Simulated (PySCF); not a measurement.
**Ge2H6O2 (SMILES [OH][GeH2][GeH2][OH]) at HF/STO-3G**

Aim: the vertical ionisation energy of Ge2H6O2 at HF/STO-3G, from 2 runs. 

The calculation is run with PySCF 2.14.0.

4 further runs of the same task are left out: 4 set aside as unsound or not needed.

**1. The molecule**

Ge2H6O2 has 10 atoms, charge 0, and is taken as a singlet. SMILES: `[OH][GeH2][GeH2][OH]`. The shape is that of a PBE0-D4/def2-TZVP optimisation. This is one conformer, not always the lowest.

Bond lengths: O1–Ge2 1.791 Å, Ge2–Ge3 2.444 Å, Ge3–O4 1.791 Å, O1–H5 0.960 Å, Ge2–H6 1.534 Å, Ge2–H7 1.547 Å, Ge3–H8 1.534 Å, Ge3–H9 1.547 Å, O4–H10 0.960 Å. Some angles: O1–Ge2–Ge3 109.9°, Ge2–Ge3–O4 109.9°, O1–Ge2–H6 103.9°, O1–Ge2–H7 109.4°, Ge3–Ge2–H6 113.2°, Ge3–Ge2–H7 110.2°, Ge2–O1–H5 112.5°, Ge2–Ge3–H8 113.2°, Ge2–Ge3–H9 110.2°, O4–Ge3–H8 103.9°.

**2. A single-point energy at HF/STO-3G**

input.py

```python
from pyscf import gto

mol = gto.M(
    atom='''
O       -0.309300       2.455000      -0.006400
Ge       0.600700       0.984100       0.456700
Ge      -0.721500      -1.006400      -0.054200
O        0.308500      -2.466700       0.057800
H       -0.425000       2.532100      -0.955900
H        0.860000       1.168500       1.957800
H        1.943500       0.946400      -0.311300
H       -1.840500      -1.265700       0.963100
H       -1.315400      -0.903200      -1.479200
H        0.981900      -2.495100      -0.625400
''',
    basis='sto-3g',
    verbose=3,
    charge=0,
    spin=0,
    max_memory=1860,
)

hf = mol.RHF()
hf.conv_tol = 1e-10
hf.kernel()
if not hf.converged:
    hf = hf.newton().run(hf.mo_coeff, hf.mo_occ)

etot = hf.e_tot
print(f'total energy: {etot:.8f} hartree')
```

On the command line:

```console
OMP_NUM_THREADS=1 python input.py
```

Log:

```text
converged SCF energy = -4254.72328560663
total energy: -4254.72328561 hartree
```

Wall time 1.3 s (1 thread of Arm Neoverse V1, shared host); peak memory 0.12 GiB.

**3. The doublet cation, same level**

geometry.xyz

```xyz
10
Ge2H6O2
O     -0.309300     2.455000    -0.006400
Ge     0.600700     0.984100     0.456700
Ge    -0.721500    -1.006400    -0.054200
O      0.308500    -2.466700     0.057800
H     -0.425000     2.532100    -0.955900
H      0.860000     1.168500     1.957800
H      1.943500     0.946400    -0.311300
H     -1.840500    -1.265700     0.963100
H     -1.315400    -0.903200    -1.479200
H      0.981900    -2.495100    -0.625400
```

run.py

```python
from pyscf import gto

system = gto.M(
    atom='geometry.xyz',
    spin=1,
    max_memory=1860,
    verbose=3,
    basis='sto-3g',
    charge=1,
)

hf = system.UHF()
hf.conv_tol = 1e-10
hf.kernel()
if not hf.converged:
    hf = hf.newton().run(hf.mo_coeff, hf.mo_occ)

etot = hf.e_tot
print('E = %.10f Eh' % etot)
```

On the command line:

```console
OMP_NUM_THREADS=1 python run.py
```

Log:

```text
converged SCF energy = -4254.47996242372  <S^2> = 0.8657852  2S+1 = 2.1126147
E = -4254.4799624237 Eh
```

Run time: 1.5 s. Hardware: 1 thread of Arm Neoverse V1, shared host; peak memory 0.12 GiB.

**4. Summary of results**

Level: HF/STO-3G.

| quantity | value |
| --- | --- |
| singlet Ge2H6O2: total energy | -4254.72329 Eh |
| singlet Ge2H6O2: dipole moment | 1.91 D |
| singlet Ge2H6O2: HOMO energy | -7.69 eV |
| singlet Ge2H6O2: LUMO energy | 10.11 eV |
| singlet Ge2H6O2: HOMO–LUMO gap | 17.80 eV |
| doublet cation: total energy | -4254.47996 Eh |
| doublet cation: HOMO energy (highest over α and β) | -12.22 eV |
| doublet cation: LUMO energy (lowest over α and β) | -5.12 eV |
| doublet cation: ⟨S²⟩ | 0.866 |
| vertical ionisation energy (to the doublet cation) | 6.621 eV |

In words: The vertical ionisation energy comes to 6.62 eV (153 kcal/mol). The negative HOMO energy of the first species, 7.69 eV, lies 1.06 eV above that difference. In a minimal basis such a difference can be off by several eV, whatever the method. Mulliken charges (singlet Ge2H6O2) run from -0.44 on O1 to +0.54 on Ge3; they depend strongly on the basis. ⟨S²⟩ (doublet cation) is 0.87 where a pure doublet has 0.75: the reference is spin-contaminated.
